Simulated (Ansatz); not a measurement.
# C2H7NO2Si: two geometries relaxed

Aim: relax the geometries before and after the shift of H9 from C2 to O6, and see whether they are two minima and how far apart in energy. SMILES of the start: NCO[SiH2]C=O.

Program: Ansatz 0.2.0. Level of theory: RKS PBE-D4/6-31G*. These are calculated values, not measurements.

## Step 1: The system as given

Bond lengths: N1–C2 1.509 Å, C2–O3 1.441 Å, O3–Si4 1.608 Å, Si4–C5 1.845 Å, C5–O6 1.236 Å, N1–H7 1.020 Å, N1–H8 0.969 Å, C2–H9 1.093 Å, C2–H10 1.122 Å, Si4–H11 1.530 Å, Si4–H12 1.525 Å, C5–H13 1.150 Å. Angles (14 of 19 angles, heavy atoms first): N1–C2–O3 108.7°, C2–O3–Si4 115.0°, O3–Si4–C5 119.2°, Si4–C5–O6 117.7°, N1–C2–H9 109.8°, N1–C2–H10 107.7°, O3–C2–H9 111.9°, O3–C2–H10 112.0°, C2–N1–H7 103.0°, C2–N1–H8 104.3°, O3–Si4–H11 109.5°, O3–Si4–H12 105.6°, C5–Si4–H11 111.9°, C5–Si4–H12 107.7°.

Structure file:

```xyz
13

N     1.8547   -1.8465   -0.0432
C     1.0478   -0.5939    0.1984
O    -0.3068   -0.8249   -0.2361
Si   -1.3431    0.3528    0.1180
C    -0.9486    2.0814   -0.3929
O     0.1197    2.5660   -0.0049
H     1.7320   -2.0096   -1.0425
H     1.3593   -2.5430    0.4136
H     1.5066    0.2485   -0.3251
H     1.1026   -0.3598    1.2942
H    -1.7251    0.2686    1.5971
H    -2.6556   -0.0404   -0.5515
H    -1.7231    2.6661   -1.0104
```

## Step 2: End point A

Input file input.yaml:

```yaml
crystal:
  periodic: [false, false, false]
  atoms:
    - { symbol: "N", position_ang: [1.8547, -1.8465, -0.0432] }
    - { symbol: C, position_ang: [1.0478, -0.5939, 0.1984] }
    - { symbol: O, position_ang: [-0.3068, -0.8249, -0.2361] }
    - { symbol: Si, position_ang: [-1.3431, 0.3528, 0.118] }
    - { symbol: C, position_ang: [-0.9486, 2.0814, -0.3929] }
    - { symbol: O, position_ang: [0.1197, 2.566, -0.0049] }
    - { symbol: H, position_ang: [1.732, -2.0096, -1.0425] }
    - { symbol: H, position_ang: [1.3593, -2.543, 0.4136] }
    - { symbol: H, position_ang: [1.5066, 0.2485, -0.3251] }
    - { symbol: H, position_ang: [1.1026, -0.3598, 1.2942] }
    - { symbol: H, position_ang: [-1.7251, 0.2686, 1.5971] }
    - { symbol: H, position_ang: [-2.6556, -0.0404, -0.5515] }
    - { symbol: H, position_ang: [-1.7231, 2.6661, -1.0104] }
basis:
  gaussian: { orbitals: "6-31G*" }
hamiltonian:
  xc: pbe
  dispersion: d4
relax:
  f_tol: 0.02
  max_steps: 50
output:
  orbitals: {}
```

Launch:

```console
> ansatz run input.yaml --threads 2 --pin off --max-ram 3072MiB --backend cpu --events-out ev --progress --plain --runs-dir out
```

What it wrote, cut to the lines that bear on the results:

```text
Warning: RAYON_NUM_THREADS=2 ignored (pool sized by the plan → 2); use --threads N
[...]
Functional definition: PBE
[...]
1298 factors; their error is unknown
[...]
mean field -15635.36188568 eV, -574.5889512697 hartree, gradient 2.0e-5 eV, S^2 0.000000; 0 other end points of the search recorded, 0 dependent functions left out
[...]
reference -15635.36191742 eV, -574.5889524361 hartree; 28, 28 occupied and 80, 80 virtual orbitals, 1298 factors
relax step   1: F+E_penalty+E_count = -15635.62595620 eV  Δ(F+E_penalty+E_count) = +0.000e0 eV  max|allowed force component| = 3.935e0 eV/Å  Δτ_max = 0.0000 Å  (30 SCF iters, accepted)
[...]
relax step   3: F+E_penalty+E_count = -15636.04348037 eV  Δ(F+E_penalty+E_count) = -5.034e-3 eV  max|allowed force component| = 1.901e0 eV/Å  Δτ_max = 0.1891 Å  (38 SCF iters, accepted)
[...]
relax step   5: F+E_penalty+E_count = -15636.16657378 eV  Δ(F+E_penalty+E_count) = -1.186e-1 eV  max|allowed force component| = 5.367e-1 eV/Å  Δτ_max = 0.2000 Å  (37 SCF iters, accepted)
[...]
relax step   7: F+E_penalty+E_count = -15636.19079510 eV  Δ(F+E_penalty+E_count) = -2.085e-3 eV  max|allowed force component| = 5.329e-1 eV/Å  Δτ_max = 0.1693 Å  (37 SCF iters, accepted)
[...]
relax step   9: F+E_penalty+E_count = -15636.20767731 eV  Δ(F+E_penalty+E_count) = -2.939e-3 eV  max|allowed force component| = 2.351e-1 eV/Å  Δτ_max = 0.0718 Å  (31 SCF iters, accepted)
[...]
relax step  10: F+E_penalty+E_count = -15636.21249704 eV  Δ(F+E_penalty+E_count) = -4.820e-3 eV  max|allowed force component| = 2.020e-1 eV/Å  Δτ_max = 0.0476 Å  (32 SCF iters, accepted)
[...]
1298 factors; their error is unknown
[...]
```

## Step 3: The log goes on: end point A relaxed

Output, continued, cut to the lines that bear on the results:

```text
mean field -15635.92955308 eV, -574.6098126621 hartree, gradient 2.2e-5 eV, S^2 0.000000; 0 other end points of the search recorded, 0 dependent functions left out
[...]
reference -15635.92958605 eV, -574.6098138735 hartree; 28, 28 occupied and 80, 80 virtual orbitals, 1298 factors
relax step  11: F+E_penalty+E_count = -15636.18996556 eV  Δ(F+E_penalty+E_count) = +2.253e-2 eV  max|allowed force component| = 1.106e0 eV/Å  Δτ_max = 0.1222 Å  (30 SCF iters, rejected (line search))
[...]
relax step  16: F+E_penalty+E_count = -15636.21837678 eV  Δ(F+E_penalty+E_count) = +8.638e-5 eV  max|allowed force component| = 6.609e-2 eV/Å  Δτ_max = 0.0053 Å  (33 SCF iters, rejected (line search))
[...]
relax step  17: F+E_penalty+E_count = -15636.21854323 eV  Δ(F+E_penalty+E_count) = -8.008e-5 eV  max|allowed force component| = 1.080e-2 eV/Å  Δτ_max = 0.0026 Å  (25 SCF iters, accepted)
[...]
Atom 3 at    -1.487578     0.327675     0.132650 Å, force    -0.010011    -0.001001     0.000506 eV/Å
Atom 4 at    -0.953677     2.090027    -0.471310 Å, force     0.005503     0.003516     0.010796 eV/Å
Atom 5 at     0.205935     2.357010    -0.774202 Å, force     0.002653    -0.000752    -0.007234 eV/Å
Atom 6 at     1.945347    -1.833954    -1.070914 Å, force    -0.000862     0.000994    -0.000388 eV/Å
Atom 7 at     1.471188    -2.654596     0.281718 Å, force    -0.000829     0.001592    -0.000755 eV/Å
Atom 8 at     1.483459     0.262841    -0.066919 Å, force     0.000374     0.001449     0.000285 eV/Å
Atom 9 at     1.004849    -0.622418     1.430216 Å, force    -0.000662     0.001046     0.000772 eV/Å
Atom 10 at    -1.798859     0.470241     1.603832 Å, force     0.002647    -0.000583    -0.003053 eV/Å
Atom 11 at    -2.729186    -0.083816    -0.597935 Å, force     0.000780    -0.000520     0.001174 eV/Å
Atom 12 at    -1.741983     2.902028    -0.531964 Å, force    -0.001636     0.000238    -0.001180 eV/Å
Dipole moment:    -0.294236    -0.172864     0.084880 e Å
```

It took 50 s on 2 threads of Arm Neoverse V1, shared host; peak memory 0.16 GiB.

The steps of the relaxation:

```csv
step,energy from step 1 (eV),largest force component (eV/Å)
1,0.0000,3.9348
2,-0.4125,1.4422
3,-0.4175,1.9013
4,-0.4220,2.5406
5,-0.5406,0.5367
6,-0.5628,0.1951
7,-0.5648,0.5329
8,-0.5788,0.2140
9,-0.5817,0.2351
10,-0.5865,0.2020
11x,-0.5640,1.1056
12,-0.5905,0.0686
13,-0.5919,0.0476
14,-0.5923,0.1382
15,-0.5925,0.0743
16x,-0.5924,0.0661
17,-0.5926,0.0108
```

Step 1 is the start. 2 steps were tried and not accepted (marked x).

After: Bond lengths: N1–C2 1.424 Å, C2–O3 1.470 Å, O3–Si4 1.664 Å, Si4–C5 1.938 Å, C5–O6 1.228 Å, N1–H7 1.025 Å, N1–H8 1.025 Å, C2–H9 1.102 Å, C2–H10 1.106 Å, Si4–H11 1.510 Å, Si4–H12 1.498 Å, C5–H13 1.133 Å. Angles (14 of 19 angles, heavy atoms first): N1–C2–O3 112.0°, C2–O3–Si4 121.8°, O3–Si4–C5 111.2°, Si4–C5–O6 122.3°, N1–C2–H9 109.7°, N1–C2–H10 109.0°, O3–C2–H9 108.0°, O3–C2–H10 108.5°, C2–N1–H7 110.3°, C2–N1–H8 110.5°, O3–Si4–H11 113.7°, O3–Si4–H12 107.6°, C5–Si4–H11 105.9°, C5–Si4–H12 109.0°.

## Step 4: End point B

The second end starts from a geometry with the move made by hand.

input.yaml, as its differences from that of step 2:

```diff
@@ -11,3 +11,3 @@
     - { symbol: H, position_ang: [1.3593, -2.543, 0.4136] }
-    - { symbol: H, position_ang: [1.5066, 0.2485, -0.3251] }
+    - { symbol: H, position_ang: [1.08453, 2.53683, 0.21499] }
     - { symbol: H, position_ang: [1.1026, -0.3598, 1.2942] }
@@ -24,3 +24 @@
   max_steps: 50
-output:
-  orbitals: {}
```

Launch:

```console
> ansatz run input.yaml --threads 2 --pin off --max-ram 3072MiB --backend cpu --events-out ev --progress --plain --runs-dir out
```

What it wrote, cut to the lines that bear on the results:

```text
Warning: RAYON_NUM_THREADS=2 ignored (pool sized by the plan → 2); use --threads N
[...]
[... 1 set-up line as earlier in the session ...]
[...]
1298 factors; their error is unknown
[...]
mean field -15630.53586209 eV, -574.4115981741 hartree, gradient 1.1e-5 eV, S^2 0.000000; 1 other end points of the search recorded, 0 dependent functions left out
[...]
reference -15630.53589542 eV, -574.4115993988 hartree; 28, 28 occupied and 80, 80 virtual orbitals, 1298 factors
relax step   1: F+E_penalty+E_count = -15630.80010969 eV  Δ(F+E_penalty+E_count) = +0.000e0 eV  max|allowed force component| = 4.873e0 eV/Å  Δτ_max = 0.0000 Å  (96 SCF iters, accepted)
[...]
relax step   8: F+E_penalty+E_count = -15633.69281833 eV  Δ(F+E_penalty+E_count) = -1.407e-1 eV  max|allowed force component| = 6.579e-1 eV/Å  Δτ_max = 0.1950 Å  (71 SCF iters, accepted)
[...]
relax step  15: F+E_penalty+E_count = -15635.96682252 eV  Δ(F+E_penalty+E_count) = -1.804e-1 eV  max|allowed force component| = 7.468e-1 eV/Å  Δτ_max = 0.2000 Å  (31 SCF iters, accepted)
[...]
relax step  22: F+E_penalty+E_count = -15636.17058800 eV  Δ(F+E_penalty+E_count) = -4.142e-3 eV  max|allowed force component| = 1.053e-1 eV/Å  Δτ_max = 0.0494 Å  (31 SCF iters, accepted)
[...]
relax step  29: F+E_penalty+E_count = -15636.20997427 eV  Δ(F+E_penalty+E_count) = -1.714e-3 eV  max|allowed force component| = 2.070e-1 eV/Å  Δτ_max = 0.0997 Å  (30 SCF iters, accepted)
relax step  30: F+E_penalty+E_count = -15636.18071885 eV  Δ(F+E_penalty+E_count) = +2.926e-2 eV  max|allowed force component| = 1.600e0 eV/Å  Δτ_max = 0.1433 Å  (37 SCF iters, rejected (line search))
relax step  31: F+E_penalty+E_count = -15636.21368549 eV  Δ(F+E_penalty+E_count) = -3.711e-3 eV  max|allowed force component| = 6.071e-2 eV/Å  Δτ_max = 0.0717 Å  (31 SCF iters, accepted)
```

## Step 5: The log goes on: end point B relaxed

The log, continued:

```text
relax step  32: F+E_penalty+E_count = -15636.21484722 eV  Δ(F+E_penalty+E_count) = -1.162e-3 eV  max|allowed force component| = 2.098e-1 eV/Å  Δτ_max = 0.0732 Å  (31 SCF iters, accepted)
relax step  33: F+E_penalty+E_count = -15636.21567523 eV  Δ(F+E_penalty+E_count) = -8.280e-4 eV  max|allowed force component| = 1.201e-1 eV/Å  Δτ_max = 0.0206 Å  (32 SCF iters, accepted)
relax step  34: F+E_penalty+E_count = -15636.21602362 eV  Δ(F+E_penalty+E_count) = -3.484e-4 eV  max|allowed force component| = 9.342e-2 eV/Å  Δτ_max = 0.0202 Å  (32 SCF iters, accepted)
relax step  35: F+E_penalty+E_count = -15636.21666850 eV  Δ(F+E_penalty+E_count) = -6.449e-4 eV  max|allowed force component| = 9.678e-2 eV/Å  Δτ_max = 0.0631 Å  (31 SCF iters, accepted)
relax step  36: F+E_penalty+E_count = -15636.21661096 eV  Δ(F+E_penalty+E_count) = +5.754e-5 eV  max|allowed force component| = 2.243e-1 eV/Å  Δτ_max = 0.0992 Å  (31 SCF iters, rejected (line search))
relax step  37: F+E_penalty+E_count = -15636.21759401 eV  Δ(F+E_penalty+E_count) = -9.255e-4 eV  max|allowed force component| = 3.795e-2 eV/Å  Δτ_max = 0.0484 Å  (30 SCF iters, accepted)
[...]
reference -15635.95720456 eV, -574.6108288350 hartree; 28, 28 occupied and 80, 80 virtual orbitals, 1298 factors
relax step  38: F+E_penalty+E_count = -15636.21778814 eV  Δ(F+E_penalty+E_count) = -1.941e-4 eV  max|allowed force component| = 4.351e-2 eV/Å  Δτ_max = 0.0232 Å  (32 SCF iters, accepted)
these checks for a lower state are left out or cut short: starts, cluster_reference, orbital_swaps, neighbouring_geometries, increment
1298 factors; their error is unknown
mean field -15635.95755318 eV, -574.6108416467 hartree, gradient 1.0e-5 eV, S^2 0.000000; 0 other end points of the search recorded, 0 dependent functions left out
the calculation of the forces begins
reference -15635.95758663 eV, -574.6108428759 hartree; 28, 28 occupied and 80, 80 virtual orbitals, 1298 factors
relax step  39: F+E_penalty+E_count = -15636.21804827 eV  Δ(F+E_penalty+E_count) = -2.601e-4 eV  max|allowed force component| = 4.349e-2 eV/Å  Δτ_max = 0.0305 Å  (32 SCF iters, accepted)
these checks for a lower state are left out or cut short: starts, cluster_reference, orbital_swaps, neighbouring_geometries, increment
1298 factors; their error is unknown
mean field evaluation 384: about -15635.9579 eV, gradient 1.0e-5 eV
mean field -15635.95787683 eV, -574.6108535407 hartree, gradient 1.0e-5 eV, S^2 0.000000; 0 other end points of the search recorded, 0 dependent functions left out
the calculation of the forces begins
reference -15635.95791026 eV, -574.6108547691 hartree; 28, 28 occupied and 80, 80 virtual orbitals, 1298 factors
relax step  40: F+E_penalty+E_count = -15636.21828215 eV  Δ(F+E_penalty+E_count) = -2.339e-4 eV  max|allowed force component| = 4.073e-2 eV/Å  Δτ_max = 0.0266 Å  (32 SCF iters, accepted)
these checks for a lower state are left out or cut short: starts, cluster_reference, orbital_swaps, neighbouring_geometries, increment
1298 factors; their error is unknown
mean field -15635.95812337 eV, -574.6108626008 hartree, gradient 1.0e-5 eV, S^2 0.000000; 0 other end points of the search recorded, 0 dependent functions left out
the calculation of the forces begins
reference -15635.95815671 eV, -574.6108638261 hartree; 28, 28 occupied and 80, 80 virtual orbitals, 1298 factors
relax step  41: F+E_penalty+E_count = -15636.21846004 eV  Δ(F+E_penalty+E_count) = -1.779e-4 eV  max|allowed force component| = 3.665e-2 eV/Å  Δτ_max = 0.0309 Å  (32 SCF iters, accepted)
these checks for a lower state are left out or cut short: starts, cluster_reference, orbital_swaps, neighbouring_geometries, increment
1298 factors; their error is unknown
mean field -15635.95797992 eV, -574.6108573290 hartree, gradient 1.0e-5 eV, S^2 0.000000; 0 other end points of the search recorded, 0 dependent functions left out
the calculation of the forces begins
reference -15635.95801315 eV, -574.6108585502 hartree; 28, 28 occupied and 80, 80 virtual orbitals, 1298 factors
relax step  42: F+E_penalty+E_count = -15636.21824934 eV  Δ(F+E_penalty+E_count) = +2.107e-4 eV  max|allowed force component| = 8.490e-2 eV/Å  Δτ_max = 0.0374 Å  (32 SCF iters, rejected (line search))
these checks for a lower state are left out or cut short: starts, cluster_reference, orbital_swaps, neighbouring_geometries, increment
1298 factors; their error is unknown
mean field -15635.95827255 eV, -574.6108680830 hartree, gradient 1.0e-5 eV, S^2 0.000000; 0 other end points of the search recorded, 0 dependent functions left out
the calculation of the forces begins
reference -15635.95830584 eV, -574.6108693063 hartree; 28, 28 occupied and 80, 80 virtual orbitals, 1298 factors
relax step  43: F+E_penalty+E_count = -15636.21861573 eV  Δ(F+E_penalty+E_count) = -1.557e-4 eV  max|allowed force component| = 2.262e-2 eV/Å  Δτ_max = 0.0158 Å  (32 SCF iters, accepted)
these checks for a lower state are left out or cut short: starts, cluster_reference, orbital_swaps, neighbouring_geometries, increment
1298 factors; their error is unknown
mean field -15635.95827996 eV, -574.6108683552 hartree, gradient 1.0e-5 eV, S^2 0.000000; 0 other end points of the search recorded, 0 dependent functions left out
the calculation of the forces begins
reference -15635.95831323 eV, -574.6108695781 hartree; 28, 28 occupied and 80, 80 virtual orbitals, 1298 factors
relax step  44: F+E_penalty+E_count = -15636.21864255 eV  Δ(F+E_penalty+E_count) = -2.682e-5 eV  max|allowed force component| = 1.755e-2 eV/Å  Δτ_max = 0.0033 Å  (34 SCF iters, accepted)
1298 factors; their error is unknown
mean field evaluation 416: about -15625.3173 eV, gradient 7.4e1 eV
mean field -15635.95827996 eV, -574.6108683552 hartree, gradient 2.9e-5 eV, S^2 0.000000; 1 other end points of the search recorded, 0 dependent functions left out
the calculation of the forces begins
reference -15635.95831323 eV, -574.6108695781 hartree; 28, 28 occupied and 80, 80 virtual orbitals, 1298 factors
Total energy: -15636.21867583 eV, -574.6204377271 hartree
Atom 0 at     1.940327    -1.489153     0.047067 Å, force    -0.014222     0.003922    -0.000195 eV/Å
Atom 1 at     1.031217    -0.454460     0.410858 Å, force     0.017546    -0.010707     0.000554 eV/Å
Atom 2 at    -0.289522    -0.639102    -0.205793 Å, force    -0.009827     0.008348    -0.000984 eV/Å
Atom 3 at    -1.541836     0.417878     0.087355 Å, force     0.007177    -0.006882    -0.001871 eV/Å
Atom 4 at    -1.061709     2.229461    -0.407073 Å, force     0.007840     0.000034    -0.006799 eV/Å
Atom 5 at     0.095504     2.563013    -0.646906 Å, force    -0.011659    -0.002717     0.003311 eV/Å
Atom 6 at     2.074947    -1.501541    -0.969416 Å, force     0.000316     0.001514     0.004213 eV/Å
Atom 7 at     1.564843    -2.405223     0.315147 Å, force     0.003203     0.005321    -0.000935 eV/Å
Atom 8 at     1.427850     0.520498     0.083960 Å, force    -0.000992    -0.001706    -0.000618 eV/Å
Atom 9 at     0.908484    -0.454381     1.510468 Å, force    -0.002470     0.001143    -0.001145 eV/Å
Atom 10 at    -1.957521     0.480504     1.537698 Å, force    -0.000632    -0.001032     0.003352 eV/Å
Atom 11 at    -2.709231    -0.020169    -0.743125 Å, force     0.000634    -0.000142     0.000045 eV/Å
Atom 12 at    -1.885023     3.006305    -0.465450 Å, force     0.003085     0.002904     0.001072 eV/Å
Dipole moment:    -0.291596    -0.187596     0.064432 e Å
```

Run time: 2.4 min. Hardware: 2 threads of Arm Neoverse V1, shared host; peak memory 0.23 GiB.

Relaxation path, one in 2:

```csv
step,energy from step 1 (eV),largest force component (eV/Å)
1,0.0000,4.8732
3,-1.7737,1.6989
5,-2.4570,0.9429
7,-2.7520,0.7619
9,-3.0575,1.0562
11,-3.6348,2.3747
13,-4.6543,2.2079
15,-5.1667,0.7468
17,-5.2990,0.7094
19,-5.3583,0.3132
21x,-5.3596,1.0277
23,-5.3761,0.0795
25,-5.3930,0.1147
27x,-5.3947,0.9095
29,-5.4099,0.2070
31,-5.4136,0.0607
33,-5.4156,0.1201
35,-5.4166,0.0968
37,-5.4175,0.0379
39,-5.4179,0.0435
41,-5.4183,0.0366
43,-5.4185,0.0226
44,-5.4185,0.0175
```

Step 1 is the start. 5 steps were tried and not accepted (marked x).

After: Bond lengths: N1–C2 1.425 Å, C2–O3 1.469 Å, O3–Si4 1.665 Å, Si4–C5 1.938 Å, C5–O6 1.228 Å, N1–H7 1.025 Å, N1–H8 1.026 Å, C2–H9 1.102 Å, C2–H10 1.106 Å, Si4–H11 1.510 Å, Si4–H12 1.498 Å, C5–H13 1.133 Å. Angles (14 of 19 angles, heavy atoms first): N1–C2–O3 112.0°, C2–O3–Si4 121.5°, O3–Si4–C5 111.2°, Si4–C5–O6 122.5°, N1–C2–H9 109.7°, N1–C2–H10 108.9°, O3–C2–H9 108.1°, O3–C2–H10 108.5°, C2–N1–H7 110.2°, C2–N1–H8 110.4°, O3–Si4–H11 113.7°, O3–Si4–H12 107.6°, C5–Si4–H11 105.9°, C5–Si4–H12 109.0°.

Pairs that crossed the distance rule for bonds on the way: came closer C2–H9; moved apart O6–H9.

## Step 6: What came out

```
                           quantity                     value
                              end A  14 moves, 0.593 eV lower
                              end B  38 moves, 5.419 eV lower
largest difference between the ends                    0.03 Å
            end B relative to end A                 -0.000 eV
```

In words: The two relaxations end at one structure, within 0.03 Å: no second minimum was found from this start, which doesn't rule one out.
